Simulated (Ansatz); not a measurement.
**GaC+ (singlet): the correlation ladder at distance C1–Ga2 = 7.071 Å, cc-pVDZ**

How much of the correlation energy of GaC+ (singlet) does each wave-function method recover here?

Method: cc-pVDZ, core rule «outside noble gas», up to 15 orbitals frozen; program: Ansatz 0.2.0, Gaussian basis.

To be run: UHF; CCSD(T) on RHF; CCSD(T) on UHF; BCCD(T) on RHF; CISD; CCSDT(Q) on RHF; CCSDT(Q) on UHF; CCSDTQ on RHF; CASSCF and MRCISD+Q, 2 electrons in 2 orbitals; CASSCF and NEVPT2, 2 electrons in 2 orbitals; CASSCF and MRCISD+Q, 6 electrons in 8 orbitals; CASSCF and MRCISD+Q(relaxed), 6 electrons in 8 orbitals; CASSCF and NEVPT2, 6 electrons in 8 orbitals; Full CI.

35 further runs of the same task are left out: 9 for a known fault of the program, 19 that didn't finish, 7 set aside as unsound or not needed. Runs told in other sessions of the task aren't counted.

**1. What is computed**

The geometry derives from a PBE0/def2-TZVP stationary point (not a proven minimum). One bond is set to the value named and the two fragments are kept rigid. No spin-orbit coupling is included. The filled d shell of Ga may be among the frozen orbitals whatever the setting's name suggests.

2 atoms, charge 1, spin multiplicity 1.

Atoms are counted from 1 here; the program's logs count them from 0.

No contacts short enough for the rule that draws bonds.

**2. UHF**

Contents of in.yaml:

```yaml
crystal:
  periodic: [false, false, false]
  atoms:
    - {symbol: C, position_ang: [0.000000, 0.000000, 0.000000]}
    - {symbol: Ga, position_ang: [0.000000, 0.000000, 7.071000]}
basis:
  gaussian: {orbitals: cc-pVDZ}
total_charge: 1
magnetization: {spin_polarized: true, initial_magnetization: 0}
hamiltonian: {xc: hf}
output: {orbitals: {seedname: orbitals}}
```

The run is started by

```sh
$ ansatz run in.yaml --threads 1 --pin off --events-out ev --progress --plain --max-ram 2393MiB
```

The runs that follow: CCSD(T) on RHF; CCSD(T) on UHF; BCCD(T) on RHF; CISD; CCSDT(Q) on RHF; CCSDT(Q) on UHF; CCSDTQ on RHF; CASSCF and MRCISD+Q, 2 electrons in 2 orbitals; CASSCF and NEVPT2, 2 electrons in 2 orbitals; CASSCF and MRCISD+Q, 6 electrons in 8 orbitals; CASSCF and MRCISD+Q(relaxed), 6 electrons in 8 orbitals; CASSCF and NEVPT2, 6 electrons in 8 orbitals; Full CI.

**Question.** What will the summary of the whole plan be? Wanted: FCI from the RHF energy; RMP2 from FCI; RCCSD from FCI; RCCSD(T) from FCI; RCCSDT(Q) from FCI; T1 diagnostic; effectively unpaired electrons.

As calculated:

| quantity | value |
| --- | --- |
| FCI from the RHF energy | -3.9659 eV |
| RMP2 from FCI | +147.9 kJ/mol |
| RCCSD from FCI | +19.6 kJ/mol |
| RCCSD(T) from FCI | +11.3 kJ/mol |
| RCCSDT(Q) from FCI | +5.4 kJ/mol |
| levels within 1 kcal/mol (43 meV) | RCCSDTQ |
| T1 diagnostic | 0.006 |
| effectively unpaired electrons | 1.50 |

In words: RCCSD(T) lands +11.3 kJ/mol from the yardstick (2.9 % of the correlation energy). The occupations show strong static correlation (1.5 unpaired electrons where one determinant has 0). Coupled cluster on one determinant still stays close here. These misses are within one basis, not against nature.

The restricted and unrestricted ladders end 1.54 eV apart at CCSDT(Q), which points to two states or an unsound top rung; rows of one don't measure the error of the other.
